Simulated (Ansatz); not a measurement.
# CH3BO2S: one species, many methods

One table from this session's results is given with a row withheld; the runs are named, their logs left out.

Method: functionals in def2-TZVPP, the program's frozen cores in correlated methods; program: Ansatz 0.2.0, Gaussian basis.

Levels to be run: LDA (SPW92), PBE-D4, revPBE-D4, BLYP-D4, r2SCAN-D4, B97M-V, PBE0-D4, B3LYP-D4, r2SCANh-D4, r2SCAN0-D4, HSE06-D4, BHLYP-D4, CAM-B3LYP-D4, LC-ωPBE, ωB97X-V, ωB97M-V, B2PLYP, PBE-QIDH; CCSD(T)/def2-SVP; CCSD(T)/def2-TZVPP; MP2/def2-QZVPP; extrapolation to the limit; RPA on PBE.

## Structure used throughout

An earlier PBE0-D4 in a triple-zeta def2 set relaxation fixed the geometry.

8 atoms, charge 0, spin multiplicity 1.

Atoms are counted from 1 here; the program's logs count them from 0.

Bond lengths: O1–C2 1.202 Å, C2–O3 1.348 Å, C2–B4 1.607 Å, O3–H7 0.964 Å, B4–S5 1.747 Å, B4–H8 1.194 Å, S5–H6 1.353 Å. Angles: O1–C2–O3 119.5°, O1–C2–B4 123.5°, O3–C2–B4 116.9°, C2–O3–H7 109.2°, C2–B4–S5 117.7°, C2–B4–H8 122.6°, S5–B4–H8 119.8°, B4–S5–H6 93.8°.

Set-up of the first run:

Input file in.yaml:

```yaml
crystal:
  periodic: [false, false, false]
  atoms:
    - {symbol: O, position_ang: [0.135113, 1.557207, 0.692605]}
    - {symbol: C, position_ang: [0.447485, 0.411315, 0.510087]}
    - {symbol: O, position_ang: [1.500553, -0.104889, 1.175559]}
    - {symbol: B, position_ang: [-0.326636, -0.570187, -0.499866]}
    - {symbol: S, position_ang: [-1.695075, 0.077283, -1.371890]}
    - {symbol: H, position_ang: [-1.586180, 1.304873, -0.812447]}
    - {symbol: H, position_ang: [1.617143, -1.026369, 0.918399]}
    - {symbol: H, position_ang: [-0.000204, -1.706333, -0.668247]}
basis:
  gaussian: {orbitals: def2-TZVPP}
hamiltonian: {xc: lda}
output: {orbitals: {seedname: orbitals}}
```

Started as:

```
> ansatz run in.yaml --threads 2 --pin off --events-out ev --progress --plain --max-ram 4352MiB
```

Steps of the session up to this table: LDA; PBE-D4 (GGA); revPBE-D4 (GGA); BLYP-D4 (GGA); r2SCAN-D4 (meta-GGA); B97M-V (meta-GGA); B3LYP-D4 (hybrid); r2SCANh-D4 (hybrid); r2SCAN0-D4 (hybrid); HSE06-D4 (hybrid); BHLYP-D4 (hybrid); CAM-B3LYP-D4 (range-separated); LC-ωPBE (range-separated); ωB97X-V (range-separated); ωB97M-V (range-separated); B2PLYP (double hybrid); PBE-QIDH (double hybrid).

One of the session's tables, all rows but one given; the rest of the session is left out.

It belongs to the step «Orbital energies across the functionals». 

| functional | HOMO (eV) | LUMO (eV) | gap (eV) |
| --- | --- | --- | --- |
| LDA (SPW92) | -6.72 | -3.72 | 3.00 |
| PBE-D4 | -6.51 | -3.46 | 3.05 |
| revPBE-D4 | -6.43 | -3.36 | 3.07 |
| BLYP-D4 | -6.42 | -3.30 | 3.12 |
| r2SCAN-D4 | -6.83 | -3.32 | 3.51 |
| B97M-V | -6.97 | -3.26 | 3.71 |
| PBE0-D4 | ? | ? | ? |
| B3LYP-D4 | -7.87 | -2.77 | 5.10 |
| r2SCANh-D4 | -7.44 | -2.99 | 4.44 |
| r2SCAN0-D4 | -8.36 | -2.51 | 5.85 |
| HSE06-D4 | -7.71 | -2.97 | 4.74 |
| BHLYP-D4 | -9.71 | -1.57 | 8.14 |
| CAM-B3LYP-D4 | -9.61 | -1.46 | 8.15 |
| LC-ωPBE | -10.93 | -0.33 | 10.60 |
| ωB97X-V | -10.59 | -0.38 | 10.22 |
| ωB97M-V | -10.51 | -0.50 | 10.01 |

Estimate the missing values for PBE0-D4.

The run gave: HOMO (eV): -8.12; LUMO (eV): -2.59; gap (eV): 5.53. In the column «HOMO (eV)» it lies between r2SCAN0-D4 (-8.36) and B3LYP-D4 (-7.87).
